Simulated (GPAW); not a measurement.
# CsBa3 (I4/mmm) in GPAW: single point with LDA

Aim: the single point of CsBa3 with LDA.

Everything below comes from runs of GPAW 26.7.0. Logs are shortened: lines on timing, memory, paths and dates and some standing lists are left out, and cuts for length are marked. The log counts tension as positive stress, the text compression.

### 1 The structure

The structure is tetragonal, space group I4/mmm (No. 139). The conventional cell has a = 6.493 Å, b = 6.493 Å, c = 13.607 Å, α = 90.00°, β = 90.00°, γ = 90.00°.

The cell comes from a database or a generator and needn't be the stable form of this composition.

### 2 Single point, LDA

Input file run.py:

```python
from ase.dft.bandgap import bandgap
from ase.io import read, write
from ase.units import GPa
from gpaw import GPAW, PW

atoms = read('POSCAR')

calc = GPAW(mode=PW(600),
            xc='LDA',
            kpts={'size': (6, 6, 6), 'gamma': True},
            occupations={'name': 'methfessel-paxton', 'order': 0, 'width': 0.1},
            nbands=33,
            convergence={'density': 1e-05, 'energy': 1e-05},
            maxiter=150,
            txt='gpaw.txt')
atoms.calc = calc
energy = atoms.get_potential_energy()
forces = atoms.get_forces()
stress = atoms.get_stress()
calc.write('gs.gpw')
write('result.traj', atoms)
print(f'Energy: {energy:.6f} eV')
print('Forces (eV/A):')
print(forces.round(4))
print('Stress (GPa):', (stress / GPa).round(3))
print('Fermi level:', round(calc.get_fermi_level(), 4), 'eV')
print(f'Gap: {bandgap(calc)[0]:.4f} eV, direct: {bandgap(calc, direct=True)[0]:.4f} eV')
```

Input file POSCAR:

```
CsBa3
1.0
   -3.2464710000      3.2464710000      6.8033830000
    3.2464710000     -3.2464710000      6.8033830000
    3.2464710000      3.2464710000     -6.8033830000
Ba Cs
3 1
Direct
    0.5000000000      0.5000000000      0.0000000000
    0.2500000000      0.7500000000      0.5000000000
    0.7500000000      0.2500000000      0.5000000000
    0.0000000000      0.0000000000      0.0000000000
```

Potentials or basis: the program's PAW data sets (release 1.2.1) made for this functional, pw.

On the command line:

```console
$ OMP_NUM_THREADS=1 python run.py
```

gpaw.txt:

```text
__  _  _
 | _ |_)|_||  |
 |__||  | ||/\| - 26.7.0

Input parameters:
  mode=PW(ecut=600.0),
  convergence={'density': 1e-05, 'energy': 1e-05},
  kpts=MonkhorstPack(size=(6, 6, 6), gamma=True),
  maxiter=150,
  nbands=33,
  occupations=Occupations(name='methfessel-paxton', order=0, width=0.1),
  xc=XC(name='LDA')

Diagonalizing LCAO Hamiltonian
Converting LCAO to pw mode

       Ba

         Ba
               Ba

       Cs

Atoms  # Å, Bohr magnetons
|   | symbol |         x |        y |        z |    initial magnetic moments |
|---|--------|-----------|----------|----------|-----------------------------|
| 0 |     Ba |  0.000000 | 0.000000 | 6.803383 | ( 0.0000,  0.0000,  0.0000) |
| 1 |     Ba |  3.246471 | 0.000000 | 3.401692 | ( 0.0000,  0.0000,  0.0000) |
| 2 |     Ba | -0.000000 | 3.246471 | 3.401692 | ( 0.0000,  0.0000,  0.0000) |
| 3 |     Cs |  0.000000 | 0.000000 | 0.000000 | ( 0.0000,  0.0000,  0.0000) |

Unit cell  # Å
| periodic |         x |         y |         z |  lengths |     angles |
|----------|-----------|-----------|-----------|----------|------------|
|      yes | -3.246471 |  3.246471 |  6.803383 | 8.207629 | 133.400298 |
|      yes |  3.246471 | -3.246471 |  6.803383 | 8.207629 | 133.400298 |
|      yes |  3.246471 |  3.246471 | -6.803383 | 8.207629 |  68.026200 |

Number of symmetries: 16
Symmetry operations  # r_c * U_cc + t_c -> r_c
|    | kind |            matrix            |
|----|------|------------------------------|
|  0 |  σ   |  1, 1, 1,  0, 0,-1,  0,-1, 0 |
|  1 |  C4  |  1, 1, 1,  0, 0,-1, -1, 0, 0 |
|  2 |  E   |  1, 0, 0,  0, 1, 0,  0, 0, 1 |
|  3 |  σ   |  1, 0, 0,  0, 1, 0, -1,-1,-1 |
|  4 |  σ   |  0, 1, 0,  1, 0, 0,  0, 0, 1 |
|  5 |  C2  |  0, 1, 0,  1, 0, 0, -1,-1,-1 |
|  6 |  C2  |  0, 0, 1, -1,-1,-1,  1, 0, 0 |
|  7 |  S4  |  0, 0, 1, -1,-1,-1,  0, 1, 0 |
|  8 |  C4  |  0, 0,-1,  1, 1, 1,  0,-1, 0 |
|  9 |  σ   |  0, 0,-1,  1, 1, 1, -1, 0, 0 |
| 10 |  σ   |  0,-1, 0, -1, 0, 0,  1, 1, 1 |
| 11 |  C2  |  0,-1, 0, -1, 0, 0,  0, 0,-1 |
| 12 |  C2  | -1, 0, 0,  0,-1, 0,  1, 1, 1 |
| 13 |  i   | -1, 0, 0,  0,-1, 0,  0, 0,-1 |
| 14 |  S4  | -1,-1,-1,  0, 0, 1,  1, 0, 0 |
| 15 |  C2  | -1,-1,-1,  0, 0, 1,  0, 1, 0 |

BZ-sampling:
  Number of BZ points: 216
  Number of IBZ points: 30

  Monkhorst-Pack size: [6, 6, 6]
  Monkhorst-Pack shift: [0.08333333333333333, 0.08333333333333333, 0.08333333333333333]

K-points  # in reciprocal-cell coordinates
|     |                                coordinates |     weight |
|-----|--------------------------------------------|------------|
|   0 | (  0.00000000,   0.00000000,   0.00000000) | 0.00462963 |
|   1 | (  0.16666667,  -0.16666667,   0.00000000) | 0.01851852 |
|   2 | (  0.16666667,  -0.16666667,   0.16666667) | 0.01851852 |
|   3 | (  0.16666667,   0.00000000,   0.00000000) | 0.03703704 |
|   4 | (  0.16666667,   0.16666667,  -0.16666667) | 0.00925926 |
|   5 | (  0.33333333,  -0.33333333,   0.00000000) | 0.01851852 |
|   6 | (  0.33333333,  -0.33333333,   0.16666667) | 0.03703704 |
|   7 | (  0.33333333,  -0.33333333,   0.33333333) | 0.01851852 |
|   8 | (  0.33333333,  -0.16666667,   0.00000000) | 0.07407407 |
|   9 | (  0.33333333,  -0.16666667,   0.16666667) | 0.03703704 |
| ... |                                            |            |
|  29 | (  0.50000000,   0.50000000,   0.50000000) | 0.00462963 |

Plane wave coefficients: 9594
Cutoff: 600.0 eV

Spin-components: 1 (collinear spins)
Bands:           33
Projectors:      23
Spin-degeneracy: 2
Datatype:        complex128

Parallelization:
  kpt:    1
  domain: 1
  band:   1

Density:
  Valence electrons: 39.0
  Components: 1
  Grid points: [48 48 48]
  Charge: 0.0  # |e|

Potential:
  Grid points: [48 48 48]

species:
  Ba:
    name:    Barium
    Z:       56.0
    valence: 10
    core:    46
    charge:  0.0  # [|e|]
    compensation charges:
      type: gauss
      rc: 0.37  # [Å]
      lmax: 2
    cutoffs:
      filter: 2.06  # [Å]
      core: 2.33  # [Å]
    projectors
    | kind |    occ | energy [eV] | rcut [Å] |
    |------|--------|-------------|----------|
    |   5s |  2.000 |     -33.774 |    1.164 |
    |   6s |  2.000 |      -3.346 |    1.164 |
    |   5p |  6.000 |     -18.813 |    1.164 |
    |    p |        |       0.000 |    1.164 |
    |    d |        |       0.000 |    1.164 |
    |    d |        |      27.211 |    1.164 |

    Using partial waves for Ba as LCAO basis

  Cs:
    name:    Caesium
    Z:       55.0
    valence: 9
    core:    46
    charge:  0.0  # [|e|]
    compensation charges:
      type: gauss
      rc: 0.33  # [Å]
      lmax: 2
    cutoffs:
      filter: 2.06  # [Å]
      core: 2.51  # [Å]
    projectors
    | kind |    occ | energy [eV] | rcut [Å] |
    |------|--------|-------------|----------|
    |   5s |  2.000 |     -26.872 |    1.164 |
    |   6s |  1.000 |      -2.224 |    1.164 |
    |   5p |  6.000 |     -13.611 |    1.058 |
    |    p |        |      13.601 |    1.058 |
    |    d |        |       0.000 |    1.058 |

    Using partial waves for Cs as LCAO basis

Reference energy: -874957.585923  # eV

eigensolver:
  PPCG
  Converge bands: occupied
  niter=2

density mixing:
  MSR1-Mixer
  Pratt-step length: 0.05
  Maximum mixing coefficient: 0.75
  Old densities: 10
  SVD Regularization: 0.005
  Good broyden scale: 1.0
  Trust region scale: 1.0
  Backstep threshold: 4.0
  History deletion threshold: 6.0
  Fourier metric: weight=20.0, sigma=0.015

occupation numbers:
  Methfessel-Paxton:
    width: 0.1000  # eV
    order: 0

poisson solver:
  ecut: 4800.0  # eV

xc functional:
  name: None

convergence criteria:
- Maximum integral of absolute [dens]ity change: 1e-05 electrons / valence electron
- Maximum [total energy] change in last 3 cyles: 1e-05 eV / valence electron
- Maximum integral of absolute [eigenst]ate change: 4e-08 eV^2 / valence electron
maximum number of iterations: 150

SCF iterations
|iter     | |      energy | eigst |  dens |
|---------|-|-------------|-------|-------|
|iter:   1| |   -7.361614 | +0.17 |       |
|iter:   2| |   -7.678064 | -1.19 | -1.20 |
|iter:   3| |   -7.377560 | -1.70 | -1.25 |
|iter:   4| |   -7.002702 | -2.58 | -1.28 |
|iter:   5| |   -6.929247 | -3.07 | -1.62 |
|iter:   6| |   -6.903191 | -3.31 | -1.83 |
|iter:   7| |   -6.902758 | -4.73 | -2.30 |
|iter:   8| |   -6.902719 | -5.76 | -3.00 |
|iter:   9| |   -6.902720c| -7.16 | -3.75 |
|iter:  10| |   -6.902720c| -7.69c| -4.45 |
|iter:  11| |   -6.902720c| -8.42c| -5.01c|

Converged in 11 steps
Energy contributions relative to reference atoms: (reference = -874957.585923)

Energy contributions:
  Kinetic:          -2.652451
  Coulomb:           7.616413
  Zero:             -0.121065
  External:          0.000000
  Xc:              -11.729446
  Entropy:          -0.032342
  Spinorbit:         0.000000
  ----------------------------
  Free energy:      -6.918891
  Extrapolated:     -6.902720

dipole moment: (-37.966868, -37.966868, 2.750430)  # |e|*Ang

Fermi level: 3.961
Eigenvalues  # (at kpt = [0.000, 0.000, 0.000])
| band index |      eig [eV] | occ [0-2] |
|------------|---------------|-----------|
|          0 |       -25.341 |     2.000 |
|        ... |               |           |
|         11 |       -10.346 |     2.000 |
|         12 |       -10.346 |     2.000 |
|         13 |        -5.799 |     2.000 |
|         14 |        -5.799 |     2.000 |
|         15 |        -5.798 |     2.000 |
|         16 |         1.410 |     2.000 |
|         17 |         3.372 |     2.000 |
|         18 |         3.907 |     1.552 |
|         19 |         4.037 |     0.284 |
|         20 |         4.144 |     0.009 |
|         21 |         4.698 |     0.000 |
|         22 |         4.698 |     0.000 |
|         23 |         4.766 |     0.000 |
|         24 |         4.766 |     0.000 |
|         25 |         5.631 |     0.000 |
|         26 |         5.691 |     0.000 |
|        ... |               |           |
|         32 |         7.555 |     0.000 |

No gap
No difference between direct/indirect transitions

Forces  # eV/Ang
|       x |       y |        z |
|---------|---------|----------|
| 0.00000 | 0.00000 | -0.00000 |  # Ba   0
| 0.00000 | 0.00000 |  0.00000 |  # Ba   1
| 0.00000 | 0.00000 |  0.00000 |  # Ba   2
| 0.00000 | 0.00000 |  0.00000 |  # Cs   3

Stress tensor  # eV/Ang^3
|         x |        y |         z |
|-----------|----------|-----------|
|  0.005802 | 0.000000 | -0.000000 |
|  0.000000 | 0.005802 |  0.000000 |
| -0.000000 | 0.000000 |  0.006540 |

# Writing to gs.gpw (mode='')
```

It took 4.8 min on 1 thread of Arm Neoverse V1, shared host; peak memory 0.47 GiB.

What came out:

```yaml
Free_energy: -6.9189 eV
Pressure: -1.0 GPa
Band_gap_on_the_k_mesh: none (metal or under the smearing width)
```

Stress tensor (GPa, compression positive):
```
-0.93  0.00  0.00
 0.00 -0.93  0.00
 0.00  0.00 -1.05
```

Levels at points of the mesh, in eV from the Fermi level:
```tsv
k point	band 16	band 17	band 18	band 19	band 20	band 21	band 22	band 23	band 24	band 25
(0.00, 0.00, 0.00)	-9.76	-2.55	-0.59	-0.05	0.08	0.18	0.74	0.74	0.81	0.81
(0.50, 0.00, 0.50)	-9.76	-1.23	-1.03	0.13	0.16	0.29	0.54	0.68	0.86	0.90
(0.50, 0.50, 0.00)	-9.76	-0.87	-0.79	-0.56	-0.28	0.53	0.76	0.81	1.04	1.15
(0.50, 0.50, 0.50)	-9.76	-1.57	-1.34	-0.55	-0.50	0.02	0.02	0.44	0.99	1.33
```

Spin-orbit coupling is left out, which matters for the levels of Ba, Cs.
